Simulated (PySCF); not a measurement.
# [Lu(H2O)9]3+: other functionals and bases at one geometry

One table from this session's results is given with a row withheld; the runs are named, their logs left out.

Program: PySCF 2.14.0. Level of theory: several levels, as the steps say, no spin–orbit coupling. These are calculated values, not measurements.

2 further runs of the same task are left out: 2 for a known fault of the program.

## The starting structure

28 atoms, charge 3, spin multiplicity 1.

Bond lengths: Lu1–O2 2.457 Å, Lu1–O5 2.457 Å, Lu1–O8 2.457 Å, Lu1–O11 2.457 Å, Lu1–O14 2.457 Å, Lu1–O17 2.457 Å, Lu1–O20 2.377 Å, Lu1–O23 2.377 Å, Lu1–O26 2.377 Å, O2–H3 0.969 Å, O2–H4 0.970 Å, O5–H6 0.969 Å, O5–H7 0.970 Å, O8–H9 0.969 Å, O8–H10 0.970 Å, O11–H12 0.970 Å, O11–H13 0.969 Å, O14–H15 0.970 Å and more. Angles: O2–Lu1–O5 73.9°, O2–Lu1–O8 73.9°, O2–Lu1–O11 92.1°, O2–Lu1–O14 139.4°, O2–Lu1–O17 139.4°, O2–Lu1–O20 69.7°, O2–Lu1–O23 133.9°, O2–Lu1–O26 69.7°, O5–Lu1–O8 73.9°, O5–Lu1–O11 139.4°, O5–Lu1–O14 92.1°, O5–Lu1–O17 139.4°, O5–Lu1–O20 69.7°, O5–Lu1–O23 69.7°, O5–Lu1–O26 133.9°, O8–Lu1–O11 139.4°, O8–Lu1–O14 139.4°, O8–Lu1–O17 92.1° and more.

Geometry (Å):

| atom | x (Å) | y (Å) | z (Å) |
| --- | --- | --- | --- |
| Lu1 | 0.00000 | 0.00000 | 0.00000 |
| O2 | 1.70507 | 0.00003 | 1.76963 |
| H3 | 1.65467 | 0.00003 | 2.73749 |
| H4 | 2.65751 | 0.00005 | 1.58426 |
| O5 | -0.85256 | 1.47662 | 1.76963 |
| H6 | -0.82736 | 1.43297 | 2.73749 |
| H7 | -1.32880 | 2.30145 | 1.58426 |
| O8 | -0.85251 | -1.47665 | 1.76963 |
| H9 | -0.82731 | -1.43300 | 2.73749 |
| H10 | -1.32872 | -2.30150 | 1.58426 |
| O11 | 1.70507 | 0.00003 | -1.76963 |
| H12 | 2.65751 | 0.00005 | -1.58426 |
| H13 | 1.65467 | 0.00003 | -2.73749 |
| O14 | -0.85256 | 1.47662 | -1.76963 |
| H15 | -1.32880 | 2.30145 | -1.58426 |
| H16 | -0.82736 | 1.43297 | -2.73749 |
| O17 | -0.85251 | -1.47665 | -1.76963 |
| H18 | -1.32872 | -2.30150 | -1.58426 |
| H19 | -0.82731 | -1.43300 | -2.73749 |
| O20 | 1.18837 | 2.05840 | 0.00000 |
| H21 | 1.47817 | 2.56036 | 0.77635 |
| H22 | 1.47817 | 2.56036 | -0.77635 |
| O23 | -2.37681 | -0.00004 | 0.00000 |
| H24 | -2.95642 | -0.00005 | 0.77635 |
| H25 | -2.95642 | -0.00005 | -0.77635 |
| O26 | 1.18844 | -2.05836 | 0.00000 |
| H27 | 1.47826 | -2.56031 | 0.77635 |
| H28 | 1.47826 | -2.56031 | -0.77635 |

Formal oxidation states: Lu +3. Each metal's 14 4f electrons lie in its core potential, so multiplicities, spins and levels count the valence alone. An earlier session relaxed this geometry at PBE0, Lu lcecp-1-SVP with ECP60, O def2-SVP, H def2-SVP (singlet, point group D3h). Its vibrations showed it to be a saddle point, relaxed within its symmetry.

At PBE0 on the finer grid: E = -725.907378 Eh, HOMO -20.12 eV, LUMO -10.78 eV, Mulliken charge on Lu1 +0.70 e, largest force component 0.005 eV/Å. 

Levels to run: r2SCAN; BP86; PBE; HF. Hardware: 4 threads of Intel Xeon Platinum 8259CL at 2.50GHz (Skylake/Cascade Lake), shared host.

The first run:

Input file run.py (the lines that set the calculation):

```python
mol = gto.M(atom='''
Lu     0.00000     0.00000     0.00000
O      1.70507     0.00003     1.76963
H      1.65467     0.00003     2.73749
H      2.65751     0.00005     1.58426
O     -0.85256     1.47662     1.76963
H     -0.82736     1.43297     2.73749
H     -1.32880     2.30145     1.58426
O     -0.85251    -1.47665     1.76963
H     -0.82731    -1.43300     2.73749
H     -1.32872    -2.30150     1.58426
O      1.70507     0.00003    -1.76963
H      2.65751     0.00005    -1.58426
H      1.65467     0.00003    -2.73749
O     -0.85256     1.47662    -1.76963
H     -1.32880     2.30145    -1.58426
H     -0.82736     1.43297    -2.73749
O     -0.85251    -1.47665    -1.76963
H     -1.32872    -2.30150    -1.58426
H     -0.82731    -1.43300    -2.73749
O      1.18837     2.05840     0.00000
H      1.47817     2.56036     0.77635
H      1.47817     2.56036    -0.77635
O     -2.37681    -0.00004     0.00000
H     -2.95642    -0.00005     0.77635
H     -2.95642    -0.00005    -0.77635
O      1.18844    -2.05836     0.00000
H      1.47826    -2.56031     0.77635
H      1.47826    -2.56031    -0.77635''',
    basis={'Lu': 'lcecp-1-SVP', 'O': 'def2-SVP', 'H': 'def2-SVP'},
    ecp={'Lu': 'lcecp-1-SVP'},
    charge=3, spin=0)
mf = dft.RKS(mol, xc='R2SCAN')
mf.grids.atom_grid = (75, 302)  # f atoms: unpruned, at least (60, 302)
mf = mf.density_fit()  # fitting sets: Lu AutoAux, O def2-universal-JKFIT, H def2-universal-JKFIT
mf.conv_tol = 1e-08; mf.max_cycle = 55
mf.kernel(dm0)  # dm0: the density of the relaxed state
```

Launch:

```bash
$ OMP_NUM_THREADS=4 python run.py
```

Among the steps run: r2SCAN; BP86; PBE; HF.

One of the session's tables, all rows but one given; the rest of the session is left out.

| level | HOMO (eV) | gap (eV) | charge on Lu1 (e) | largest force component (eV/Å) |
| --- | --- | --- | --- | --- |
| PBE0 (relaxed here) | -20.12 | 9.34 | 0.70 | 0.01 |
| r2SCAN | -18.69 | 7.70 | 0.70 | 0.18 |
| BP86 | -18.31 | 6.76 | 0.37 | 0.60 |
| PBE | -18.21 | 6.50 | 0.34 | 0.53 |
| HF | ? | ? | ? | ? |

Estimate the missing values for HF.

**Answer.** HOMO (eV): -24.99; gap (eV): 17.18; charge on Lu1 (e): 1.49; largest force component (eV/Å): 1.45. In the column «HOMO (eV)» it is the lowest.

In one basis the HOMO–LUMO gap runs from 6.50 eV (PBE) to 17.18 eV (HF). The largest leftover force, 1.45 eV/Å with HF, stands at a geometry relaxed at another level. With 4f in the core, its levels are missing from HOMO and gap, and its count is fixed, so no charge can pass from the ligands into it. Total energies of different levels can't be compared.
